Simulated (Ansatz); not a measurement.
Input of an Ansatz 0.2.0 run:

Contents of input.yaml:

```yaml
crystal:
  lattice:
    - [1.551904, -2.596151, 0.0]
    - [1.551904, 2.596151, 0.0]
    - [0.0, 0.0, 9.859954]
  atoms:
    - { symbol: In, position: [0.0, 0.0, 0.0] }
    - { symbol: Ag, position: [0.5, 0.5, 0.257129] }
    - { symbol: Ag, position: [0.0, 0.0, 0.5] }
    - { symbol: Ag, position: [0.5, 0.5, 0.742871] }
kpoints:
  mp_grid: { grid: [10, 10, 3] }
  band_path:
    path:
      - [0.0, 0.0, 0.0]
      - [0.3393325675, 0.3393325675, 0.0]
      - [0.0, 0.5, 0.0]
      - [0.0, 0.5, 0.5]
      - [0.3393325675, 0.3393325675, 0.5]
      - [0.0, 0.0, 0.5]
      - [0.0, 0.0, 0.0]
      - [-0.5, 0.5, 0.0]
    npoints: 12
scf:
  occupations: { method: fermi_dirac, width: 0.05 }
hamiltonian:
  xc: lda
  pseudopotentials: { kind: all_electron, lapw: { basis_error: 0.002 } }
output:
  forces: true
  stress: true
  eigenvalues: true
```

Potentials or basis: all-electron LAPW, scalar-relativistic.

Command:

```console
$ ansatz run input.yaml --threads 2 --pin off --max-ram 8192MiB --backend cpu --events-out ev --progress --plain --runs-dir out
```

Q: What does it give for the band gap along the path?

A: None (metal or under the smearing width).

Q: Estimate the largest force.

A: 0.157 eV/Å.

Q: Estimate the pressure.

A: -9.1 GPa.

Levels at the corners of the path, in eV from the Fermi level:
```
point  band 35  band 36  band 37  band 38  band 39  band 40  band 41  band 42  band 43  band 44
    Γ    -3.79    -3.66    -3.60    -3.19    -2.83    -1.16     1.11     8.50     8.88    11.67
    X    -3.27    -3.07    -1.06    -0.40    -0.25     2.51     2.98     3.48     3.61     3.70
    S    -2.99    -2.81    -2.35    -2.07    -0.30     0.45     1.63     2.58     5.68     5.95
    R    -3.07    -2.78    -2.71    -2.05    -0.08     0.44     2.03     3.05     4.19     4.20
    A    -3.39    -3.02    -1.03    -0.40    -0.23     2.28     2.70     3.03     4.33     4.77
    Z    -3.66    -3.59    -3.40    -3.19    -3.11    -2.85     3.47     4.86    11.77    12.05
    Γ    -3.79    -3.66    -3.60    -3.19    -2.83    -1.16     1.11     8.50     8.88    11.67
    Y    -3.00    -2.71    -2.57    -1.89     0.77     1.44     1.50     2.18     3.98     4.62
```

Caveat: spin-orbit coupling is left out, which moves the levels of the heavy elements.
